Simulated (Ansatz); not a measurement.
# H2MgOSe (SMILES [OH][Mg][SeH]): one structure at several levels

Aim: energy, forces and dipole at a structure displaced at random from a GFN2-xTB minimum, from CCSD(T) and from density functionals.

Computed with Ansatz 0.2.0, Gaussian basis. Level: single points in def2-TZVPP.

Correlated methods freeze the cores. Filled d shells of the heavier atoms are correlated. The outer core shell of Li, Na, Mg and K is correlated.

**1. The starting structure**

SMILES `[OH][Mg][SeH]`, 5 atoms, charge 0, spin multiplicity 1.

Atoms are counted from 1 here; the program's logs count them from 0.

Bond lengths: O1–Mg2 1.766 Å, O1–H4 0.973 Å, Mg2–Se3 2.319 Å, Se3–H5 1.604 Å. Angles: Mg2–O1–H4 167.6°, O1–Mg2–Se3 162.9°, Mg2–Se3–H5 89.1°.

Geometry (Å):

```mol
H2MgOSe
  3D, bonds by distance, orders not assigned

  5  4  0  0  0  0  0  0  0  0999 V2000
   -1.7308   -0.1976   -0.4652 O   0  0
   -0.0670    0.0188    0.0874 Mg  0  0
    1.9311    0.9662    0.7856 Se  0  0
   -2.6614   -0.1096   -0.7360 H   0  0
    2.6062   -0.4885    0.7398 H   0  0
  1  2  8  0
  1  4  8  0
  2  3  8  0
  3  5  8  0
M  END
```

**2. CCSD(T)/def2-TZVPP**

run/in.yaml

```yaml
crystal:
  periodic: [false, false, false]
  atoms:
    - {symbol: O, position_ang: [-1.730800, -0.197600, -0.465200]}
    - {symbol: Mg, position_ang: [-0.067000, 0.018800, 0.087400]}
    - {symbol: Se, position_ang: [1.931100, 0.966200, 0.785600]}
    - {symbol: H, position_ang: [-2.661400, -0.109600, -0.736000]}
    - {symbol: H, position_ang: [2.606200, -0.488500, 0.739800]}
basis:
  gaussian: {orbitals: def2-TZVPP}
correlation: {method: ccsd_t}
output: {forces: true}
```

The command line of these runs was not kept.

**3. PBE0-D4/def2-TZVPP**

run/in.yaml: that of step 2 with these lines changed.

```diff
@@ -10,3 +10,3 @@
   gaussian: {orbitals: def2-TZVPP}
-correlation: {method: ccsd_t}
-output: {forces: true}
+hamiltonian: {xc: pbe0, dispersion: d4}
+output: {forces: true, orbitals: {seedname: orbitals}}
```

**4. wB97M-V/def2-TZVPP**

run/in.yaml: that of step 3 with these lines changed.

```diff
@@ -10,3 +10,3 @@
   gaussian: {orbitals: def2-TZVPP}
-hamiltonian: {xc: pbe0, dispersion: d4}
-output: {forces: true, orbitals: {seedname: orbitals}}
+hamiltonian: {xc: {name: wB97M-V}}
+output: {forces: true}
```

**5. r2SCAN-D4/def2-TZVPP**

run/in.yaml: that of step 4 with these lines changed.

```diff
@@ -10,3 +10,3 @@
   gaussian: {orbitals: def2-TZVPP}
-hamiltonian: {xc: {name: wB97M-V}}
+hamiltonian: {xc: r2scan, dispersion: d4}
 output: {forces: true}
```

**6. PBE-D4/def2-TZVPP**

run/in.yaml: that of step 5 with these lines changed.

```diff
@@ -10,3 +10,3 @@
   gaussian: {orbitals: def2-TZVPP}
-hamiltonian: {xc: r2scan, dispersion: d4}
+hamiltonian: {xc: pbe, dispersion: d4}
 output: {forces: true}
```

**7. CAM-B3LYP-D4/def2-TZVPP**

run/in.yaml: that of step 6 with these lines changed.

```diff
@@ -10,3 +10,3 @@
   gaussian: {orbitals: def2-TZVPP}
-hamiltonian: {xc: pbe, dispersion: d4}
+hamiltonian: {xc: {name: CAM-B3LYP}, dispersion: d4}
 output: {forces: true}
```

**8. BLYP-D4/def2-TZVPP**

run/in.yaml: that of step 7 with these lines changed.

```diff
@@ -10,3 +10,3 @@
   gaussian: {orbitals: def2-TZVPP}
-hamiltonian: {xc: {name: CAM-B3LYP}, dispersion: d4}
+hamiltonian: {xc: {name: BLYP}, dispersion: d4}
 output: {forces: true}
```

(Steps that only read results are left out.)

Before running it: what results should come out? Wanted: energy less free atoms, CCSD(T)/def2-TZVPP; RMS force component; RMS force error; HOMO and LUMO, PBE0-D4; T1 diagnostic.

**Answer**, as computed:

| quantity | value |
| --- | --- |
| energy less free atoms, CCSD(T)/def2-TZVPP | -320.3 kcal/mol |
| RMS force component | 0.826 to 1.017 eV/Å over the methods |
| RMS force error | PBE0-D4 0.035, wB97M-V 0.068, r2SCAN-D4 0.039, PBE-D4 0.195, CAM-B3LYP-D4 0.071, BLYP-D4 0.231 eV/Å |
| HOMO and LUMO, PBE0-D4 | -6.95 and -1.38 eV |
| T1 diagnostic | 0.009 |

In words: Against CCSD(T) the functionals' energies less atoms differ by -15.3 to -4.7 kcal/mol, PBE-D4 by -14.5 kcal/mol. CCSD(T) in triple zeta still lacks some correlation energy of the bonds, so part of these gaps is its own basis error and they don't rank the functionals. For forces PBE0-D4 does best and BLYP-D4 worst. Frozen-core CCSD(T) forces in triple zeta carry basis errors of their own, and this is one geometry, so small gaps rank nothing.
